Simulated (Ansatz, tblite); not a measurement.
# Al6As6 wurtzite hole sphere (Al6As6H18): spin states and exact exchange

Is the singlet the ground state of Al6As6 wurtzite hole sphere (Al6As6H18)? Other spin states are computed and compared level by level.

Computed with Ansatz 0.2.0, Gaussian basis. Level: as each input shows.

Levels to be run: triplet, at the geometry of the singlet (GFN1-xTB, GFN2-xTB, PBE0-D4/def2-TZVP, PBE-D4/def2-TZVP); the singlet's energies come from earlier runs.

1 further run of the same task is left out (set aside as unsound or not needed). Runs told in other sessions of the task aren't counted.

### Step 1. The geometry

The singlet was relaxed beforehand with PBE-D4/def2-SVP.

30 atoms, charge 0, spin multiplicity 1.

Bond lengths: As1–Al2 2.526 Å, As1–Al7 2.526 Å, As1–H13 1.521 Å, As1–H14 1.528 Å, Al2–As4 2.456 Å, Al2–As5 2.526 Å, Al2–H15 1.596 Å, Al3–As4 2.525 Å, Al3–As8 2.525 Å, Al3–H16 1.616 Å, Al3–H17 1.602 Å, As4–Al6 2.525 Å, As4–H18 1.528 Å, As5–Al10 2.526 Å, As5–H19 1.528 Å, As5–H20 1.521 Å, Al6–As12 2.525 Å, Al6–H21 1.616 Å and more. Angles: Al2–As1–Al7 121.4°, Al2–As1–H13 108.6°, Al2–As1–H14 108.7°, Al7–As1–H13 108.7°, Al7–As1–H14 108.8°, H13–As1–H14 98.1°, As1–Al2–As4 104.5°, As1–Al2–As5 96.1°, As1–Al2–H15 111.8°, As4–Al2–As5 104.5°, As4–Al2–H15 123.9°, As5–Al2–H15 112.2°, As4–Al3–As8 97.6°, As4–Al3–H16 106.2°, As4–Al3–H17 110.5°, As8–Al3–H16 106.5°, As8–Al3–H17 110.5°, H16–Al3–H17 122.6° and more.

### Step 2. Triplet at the fixed geometry, GFN1-xTB

Tight binding, by tblite at 300 K electronic temperature and without a spin-polarisation term:

```python
tblite.interface.Calculator('GFN1-xTB', numbers, positions, charge=0, uhf=2).singlepoint()
```

Energy -862.2693 eV; 0.15 s.

### Step 3. Triplet at the fixed geometry, GFN2-xTB

Tight binding, by tblite at 300 K electronic temperature and without a spin-polarisation term:

```python
tblite.interface.Calculator('GFN2-xTB', numbers, positions, charge=0, uhf=2).singlepoint()
```

Energy -809.4760 eV; 0.13 s.

### Step 4. Triplet at the fixed geometry, PBE0-D4/def2-TZVP

in.yaml

```yaml
crystal:
  periodic: [false, false, false]
  atoms:
    - {symbol: As, position_ang: [-0.002993, -2.172042, -1.916859]}
    - {symbol: Al, position_ang: [-2.204524, -1.272262, -1.065513]}
    - {symbol: Al, position_ang: [0.003625, -2.595411, 2.080847]}
    - {symbol: As, position_ang: [-1.897260, -1.095855, 1.364323]}
    - {symbol: As, position_ang: [-1.881062, 1.083692, -1.917323]}
    - {symbol: Al, position_ang: [-2.247869, 1.300596, 2.078581]}
    - {symbol: Al, position_ang: [2.201521, -1.272402, -1.072667]}
    - {symbol: As, position_ang: [1.901580, -1.094943, 1.357901]}
    - {symbol: As, position_ang: [1.876772, 1.083820, -1.923709]}
    - {symbol: Al, position_ang: [-0.000901, 2.543299, -1.071672]}
    - {symbol: Al, position_ang: [2.253485, 1.301609, 2.071012]}
    - {symbol: As, position_ang: [0.001511, 2.194251, 1.358834]}
    - {symbol: H, position_ang: [-0.002895, -3.684709, -1.760683]}
    - {symbol: H, position_ang: [-0.006644, -2.113723, -3.443832]}
    - {symbol: H, position_ang: [-3.447869, -1.996495, -1.755457]}
    - {symbol: H, position_ang: [-0.002623, -3.850049, 1.062844]}
    - {symbol: H, position_ang: [0.006069, -2.774761, 3.672886]}
    - {symbol: H, position_ang: [-3.162979, -1.828379, 1.808756]}
    - {symbol: H, position_ang: [-1.829529, 1.051455, -3.444310]}
    - {symbol: H, position_ang: [-3.191363, 1.840133, -1.763181]}
    - {symbol: H, position_ang: [-3.334021, 1.925407, 1.058531]}
    - {symbol: H, position_ang: [-2.405075, 1.392304, 3.670360]}
    - {symbol: H, position_ang: [3.444258, -1.992941, -1.767556]}
    - {symbol: H, position_ang: [3.168466, -1.826247, 1.800806]}
    - {symbol: H, position_ang: [1.817308, 1.051868, -3.450368]}
    - {symbol: H, position_ang: [3.187687, 1.840395, -1.776658]}
    - {symbol: H, position_ang: [0.002388, 3.980661, -1.764757]}
    - {symbol: H, position_ang: [2.416547, 1.392958, 3.662282]}
    - {symbol: H, position_ang: [3.333602, 1.930096, 1.046615]}
    - {symbol: H, position_ang: [0.002797, 3.657675, 1.799938]}
basis:
  gaussian: {orbitals: def2-TZVP, fitting: {mean_field: def2-universal-jkfit}}
magnetization: {spin_polarized: true, initial_magnetization: 2}
hamiltonian: {xc: pbe0, dispersion: d4}
scf: {omitted_lower_state_checks: [starts]}
output: {orbitals: {seedname: orbitals}}
```

The run is started by

```console
> ansatz run in.yaml --threads 2 --pin off --events-out ev --progress --plain --max-ram 32768MiB --backend cuda --devices 0, --max-vram 18GiB
```

Output:

```text
Functional definition: PBE0
  name "PBE0"
  cite "Adamo & Barone, J. Chem. Phys. 110, 6158 (1999) doi:10.1063/1.478522"
  cite "Perdew, Burke & Ernzerhof, Phys. Rev. Lett. 77, 3865 (1996) doi:10.1103/PhysRevLett.77.3865"
  parent pbe
  parameter a = 0.25
  parameter kappa = 0.804
  parameter beta = 0.06672455060314922
  exchange = (1 - a)*pbe_x(kappa = kappa, mu = beta*pi^2/3) + a*exact_x
  correlation = pbe_c(beta = beta)
these checks for a lower state are left out or cut short: starts
2688 factors; integrals over basis functions are off by at most 6.7e-1 eV
mean field evaluation 1: about -404861.0932 eV, gradient 2.3e1 eV
mean field evaluation 2: about -404858.6089 eV, gradient 2.8e1 eV
mean field evaluation 4: about -404864.0035 eV, gradient 3.7e0 eV
mean field evaluation 8: about -404864.0991 eV, gradient 4.7e-1 eV
mean field evaluation 16: about -404864.1025 eV, gradient 3.8e-2 eV
mean field evaluation 32: about -404864.1876 eV, gradient 7.2e-3 eV
mean field -404864.18967319 eV, -14878.4845436855 hartree, gradient 7.1e-6 eV, S^2 2.007827; 0 other end points of the search recorded, 0 dependent functions left out
reference -404864.18974732 eV, -14878.4845464098 hartree; 148, 146 occupied and 470, 472 virtual orbitals, 2688 factors
Total energy: -404865.85570686 eV, -14878.5457692935 hartree
Checks for a lower state left out: starts
```

Wall time 53 s (1 × H100 (card shared with other runs) with 2 threads of AMD EPYC 7R13, shared host); peak host memory 1.3 GiB.

From the report: HOMO -2.84 eV, LUMO -6.45 eV (over both spins; with the spin held, an empty level of the minority spin lies below the top filled one); ⟨S²⟩ 2.008 (pure: 2.00).

### Step 5. Triplet at the fixed geometry, PBE-D4/def2-TZVP

start.molden holds the orbitals of an earlier run on this state, given as this run's starting guess.

Edit in.yaml of step 4 so:

```diff
@@ -34,5 +34,5 @@
 basis:
-  gaussian: {orbitals: def2-TZVP, fitting: {mean_field: def2-universal-jkfit}}
+  gaussian: {orbitals: def2-TZVP, fitting: {mean_field: def2-universal-jkfit}, initial_orbitals: start.molden}
 magnetization: {spin_polarized: true, initial_magnetization: 2}
-hamiltonian: {xc: pbe0, dispersion: d4}
+hamiltonian: {xc: pbe, dispersion: d4}
 scf: {omitted_lower_state_checks: [starts]}
```

The command is unchanged.

Output:

```text
Functional definition: PBE
  name "PBE"
  cite "Perdew, Burke & Ernzerhof, Phys. Rev. Lett. 77, 3865 (1996) doi:10.1103/PhysRevLett.77.3865"
  parent pbe
  parameter kappa = 0.804
  parameter beta = 0.06672455060314922
  exchange = pbe_x(kappa = kappa, mu = beta*pi^2/3)
  correlation = pbe_c(beta = beta)
these checks for a lower state are left out or cut short: starts
2688 factors; integrals over basis functions are off by at most 6.7e-1 eV
mean field evaluation 1: about -404848.9712 eV, gradient 1.7e1 eV
mean field evaluation 2: about -404849.4371 eV, gradient 6.1e-1 eV
mean field evaluation 4: about -404849.4598 eV, gradient 2.2e-1 eV
mean field evaluation 8: about -404849.4632 eV, gradient 1.9e-3 eV
mean field evaluation 16: about -404849.4632 eV, gradient 1.1e-4 eV
mean field -404849.46322801 eV, -14877.9433568071 hartree, gradient 2.4e-6 eV, S^2 2.002858; 0 other end points of the search recorded, 0 dependent functions left out
reference -404849.46332637 eV, -14877.9433604219 hartree; 148, 146 occupied and 470, 472 virtual orbitals, 2688 factors
Total energy: -404851.30214119 eV, -14878.0109356200 hartree
Checks for a lower state left out: starts
```

It took 16 s on 1 × H100 (card shared with other runs) with 2 threads of AMD EPYC 7R13, shared host; peak host memory 1.2 GiB.

Report: HOMO -2.48 eV, LUMO -6.54 eV (over both spins; with the spin held, an empty level of the minority spin lies below the top filled one); ⟨S²⟩ 2.003 (pure: 2.00).

### Step 6. Triplet less singlet, vertical

The singlet's energies are those of its earlier runs, whose logs aren't repeated here.

```
            level  triplet less singlet, vertical (eV)    time
         GFN1-xTB                               +3.606  0.25 s
         GFN2-xTB                               +2.602  0.23 s
 PBE-D4/def2-TZVP                               +3.976    23 s
PBE0-D4/def2-TZVP                               +4.621    60 s
```

Times add the two runs; a level without a time comes out of a correlated run. Tight binding without a spin term can't rank spin states.

### Step 7. What came out

| quantity | value |
| --- | --- |
| triplet less singlet, vertical, functionals in def2-TZVP | +3.976 (PBE-D4) to +4.621 eV (PBE0-D4) |

What this shows: All functionals put the triplet above the singlet, over a spread of 0.646 eV. The checks for a lower triplet were left out, so another state of that spin may lie lower. These are electronic energies, without zero-point motion, entropy or surroundings.
